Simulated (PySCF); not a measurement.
# CoH₄⁻: singlet, from a PBE0 minimum start

Where does singlet CoH₄⁻ go from a PBE0 minimum start, is the end point a minimum, and what are its modes, charges and moments?

Computed with PySCF 2.14.0. Level: PBE0, basis Co def2-TZVPD, H def2-TZVPD, no relativity, density fitting.

### 1 Where the work starts

5 atoms, charge -1, spin multiplicity 1.

Bond lengths: Co1–H2 1.447 Å, Co1–H3 1.581 Å, Co1–H4 1.581 Å, Co1–H5 1.447 Å. Angles: H2–Co1–H3 92.0°, H2–Co1–H4 92.0°, H2–Co1–H5 91.6°, H3–Co1–H4 174.4°, H3–Co1–H5 92.0°, H4–Co1–H5 92.0°.

Coordinates in bohr (charge -1 multiplicity 1):
```
Co   -0.0432    0.0433   -0.0001
H     2.3935   -0.2148    1.2122
H    -1.4517   -1.1519    2.3471
H     1.1588    1.4454   -2.3476
H     0.2122   -2.3961   -1.2076
```

### 2 Finding the electronic state

The steps below are one call of a driver around PySCF. For each, scf.py gives the equivalent set-up of the SCF; relaxations use the driver's own optimiser. After this first run the driver tries any further starts and a stability analysis.

Contents of scf.py:

```python
from pyscf import gto, scf, dft
mol = gto.M(atom='''
Co    -0.022886     0.022931    -0.000040
H      1.266602    -0.113647     0.641443
H     -0.768233    -0.609546     1.242031
H      0.613224     0.764856    -1.242304
H      0.112313    -1.267949    -0.639011''',
    basis={'Co': 'def2-TZVPD', 'H': 'def2-TZVPD'},
    charge=-1, spin=0)
mf = dft.RKS(mol, xc='PBE0')
mf.grids.atom_grid = (50, 194)
aux = {'Co': 'def2-universal-JKFIT', 'H': 'def2-universal-JKFIT'}
mf = mf.density_fit(auxbasis=aux)
mf.conv_tol = 1e-08
mf.diis_space = 10
mf.max_cycle = 60
mf.init_guess = 'minao'
mf.verbose = 4
mf.kernel()
```

The run is started by

```
OMP_NUM_THREADS=2 python axn.py task.json out
```

Further steps of the session: Relaxation: PBE0 minimum start, singlet; Vibrations and properties at this point.

**Question.** What will these runs give? Wanted: minimum; geometry; wavenumbers; dipole moment; highest occupied, lowest empty level; polar-tensor charge of Co1; zero-point energy.

**Answer**, as computed:

```
                            quantity                                                                                         value
                             minimum                                                                                  singlet, C2v
                            geometry          Co–H 1.447 Å (×2), Co–H 1.581 Å (×2); H–Co–H 91.6°, H–Co–H 92.0° (×4), H–Co–H 174.4°
                  wavenumbers (cm⁻¹)  267 (b1), 463 (a2), 615 (a1), 703 (b2), 750 (a1), 1481 (b1), 1703 (a1), 1971 (b2), 2032 (a1)
      dipole moment (centre of mass)                                                                                        2.38 D
highest occupied, lowest empty level                                                                                -0.78, 3.49 eV
          polar-tensor charge of Co1                                                                                       +0.35 e
                   zero-point energy                                                                                   59.7 kJ/mol
                 entropy at 298.15 K                                                                               239.6 J/(mol K)
```

In words: The molecule stays C2v, as typed, and the end point is a minimum. In the infrared the band at 1481 cm⁻¹ (b1, stretch) leads. Other starts or spin states, not run here, may lie lower. The stability of the closed-shell solution was not tested.
